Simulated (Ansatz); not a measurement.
# CsSnI3: the cost of one run

Computed with Ansatz 0.2.0 (DFT PBE, scalar-relativistic, plane waves, PAW, unless a step's input says otherwise).

The COD cell was measured well above room temperature, so it is larger than a cold one.

2 further runs of the same task are left out: 2 that didn't finish.

## 1. The structure to begin with

It takes space group Pm-3m (No. 221, cubic). Conventional cell: a = 6.206 Å, b = 6.206 Å, c = 6.206 Å, α = 90.00°, β = 90.00°, γ = 90.00°. Around Cs (site symmetry m-3m) lie 12 I at 4.39 Å. Around Sn (site symmetry m-3m) lie 6 I at 3.10 Å. Around I (site symmetry 4/mmm) lie 2 Sn at 3.10 Å and 4 Cs at 4.39 Å.

Coordinates:

```
CELL_PARAMETERS angstrom
6.20570 0.00000 0.00000
0.00000 6.20570 0.00000
0.00000 0.00000 6.20570
ATOMIC_POSITIONS crystal
Cs 0.00000 0.00000 0.00000
Sn 0.50000 0.50000 0.50000
I 0.00000 0.50000 0.50000
I 0.50000 0.00000 0.50000
I 0.50000 0.50000 0.00000
```

Source of the structure: the Crystallography Open Database.

(A quick probe on a coarse mesh, which set the mesh and smearing, is not shown.)

## 3. Full relaxation

Input file input.yaml:

```yaml
crystal:
  lattice:
    - [6.2057, 0.0, 0.0]
    - [0.0, 6.2057, 0.0]
    - [0.0, 0.0, 6.2057]
  atoms:
    - { symbol: Cs, position: [0.0, 0.0, 0.0] }
    - { symbol: Sn, position: [0.5, 0.5, 0.5] }
    - { symbol: I, position: [0.0, 0.5, 0.5] }
    - { symbol: I, position: [0.5, 0.0, 0.5] }
    - { symbol: I, position: [0.5, 0.5, 0.0] }
basis:
  ecutwfc: 420
kpoints:
  mp_grid: { grid: [6, 6, 6] }
hamiltonian:
  xc: pbe
scf:
  occupations: { method: gaussian, width: 0.02 }
output:
  forces: true
  stress: true
  eigenvalues: true
  write_density: true
  write_potential: true
  elf: true
  volumetric_format: npy
relax:
  adjacent_minimum: "off"
  f_tol: 0.005
  max_steps: 80
  cell: { stress_tol: 0.05 }
```

On the command line:

```
$ ansatz run input.yaml --threads 1 --pin off --max-ram 2560MiB --backend cpu --events-out ev --progress --plain --runs-dir out
```

**Question.** How long does this run take on 1 thread of Arm Neoverse V2, shared host, and how much memory does it need?

About 53 s, with a peak of 0.58 GiB.
